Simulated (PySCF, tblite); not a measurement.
**C₈H₁₁OP: geometry, infrared bands and NMR shifts**

Wanted: the infrared bands and NMR shifts of C₈H₁₁OP (`C=CC(=C=P/C=C/C)OC`), by calculation.

Computed with tblite 0.8.0 and PySCF 2.14.0, with density-fitted response routines of our own, on a single molecule in the gas phase. Atoms are numbered from 0 throughout.

## 1. The molecule as given

21 atoms, charge 0, multiplicity 1; geometry from: force field or distance geometry start.

Bonds of the start (Å): C0–C1 1.33, C1–C2 1.46, C2–C3 1.29, C3–P4 1.84, P4–C5 1.82, C5–C6 1.34, C6–C7 1.50, C2–O8 1.38, O8–C9 1.42, C0–H10 1.09, C0–H11 1.09, C1–H12 1.09, C5–H13 1.08, C6–H14 1.08, C7–H15 1.09, C7–H16 1.09, C7–H17 1.10, C9–H18 1.09, C9–H19 1.10, C9–H20 1.10.

## 2. Geometry optimisation with GFN2-xTB

What the job is given:

```
{"job": {"kind": "relax", "xc": "GFN2-xTB", "basis": "xTB"}, "charge": 0, "multiplicity": 1}
C     -4.170800     0.829200    -0.648900
C     -2.850700     0.964900    -0.685300
C     -1.893900    -0.126800    -0.838100
C     -0.619500     0.094000    -0.841100
P      1.188800     0.403400    -0.799900
C      2.062500     0.554300     0.795100
C      3.386600     0.785100     0.829700
C      4.171600     0.920500     2.105200
O     -2.435500    -1.391700    -0.962900
C     -1.537500    -2.462300    -1.198300
H     -4.819400     1.699100    -0.522300
H     -4.669200    -0.136500    -0.750100
H     -2.425800     1.958300    -0.557600
H      1.477100     0.451400     1.696500
H      3.954100     0.890100    -0.085300
H      4.641900     1.899900     2.153800
H      4.947200     0.153400     2.143900
H      3.533400     0.801100     2.989000
H     -2.121000    -3.375600    -1.298700
H     -0.844200    -2.591300    -0.351700
H     -0.984500    -2.303700    -2.132000
```

Run with:

```bash
$ OMP_NUM_THREADS=1 python probes_run.py task.json out
```

One launch serves the whole session: the jobs run in the order shown.

**Question.** This job is followed by: GFN2-xTB harmonic vibrations, gas phase; GIAO PBE0/pcSseg-1 NMR shielding, non-relativistic, gas phase. What will the session give for the following? strongest single infrared mode (GFN2-xTB); zero-point energy (GFN2-xTB); ¹³C shifts against TMS (PBE0/pcSseg-1); ¹H shifts against TMS (PBE0/pcSseg-1, means over atoms taken as alike); ³¹P shifts against H3PO4 (PBE0/pcSseg-1); ¹⁷O shifts against H2O (PBE0/pcSseg-1).

The runs gave:

| quantity | value |
| --- | --- |
| strongest single infrared mode (GFN2-xTB) | 1215 cm⁻¹, 352 km/mol |
| zero-point energy (GFN2-xTB) | 102.6 kcal/mol |
| ¹³C shifts against TMS (PBE0/pcSseg-1) | 271.9, 157.5, 151.7, 149.0, 138.8, 123.5, 57.6, 25.1 ppm |
| ¹H shifts against TMS (PBE0/pcSseg-1, means over atoms taken as alike) | 6.90, 6.57, 6.44, 6.02, 5.53, 3.69, 2.10 ppm |
| ³¹P shifts against H3PO4 (PBE0/pcSseg-1) | 137.6 ppm |
| ¹⁷O shifts against H2O (PBE0/pcSseg-1) | 89.5 ppm |

What this shows: Relaxing lowered the energy by 1.073 eV in 96 steps; the close pair that moved most is C3–P4, from 1.835 to 1.637 Å. No mode is imaginary among the 57: a minimum at this level. The strongest single mode, at 1215 cm⁻¹, moves mainly C2. Unscaled tight-binding wavenumbers are off by several per cent, some by more. Its intensities can rank the bands wrongly. At PBE0/pcSseg-1: The largest span, 457 ppm, is at P4, where the paramagnetic term is -791 ppm.
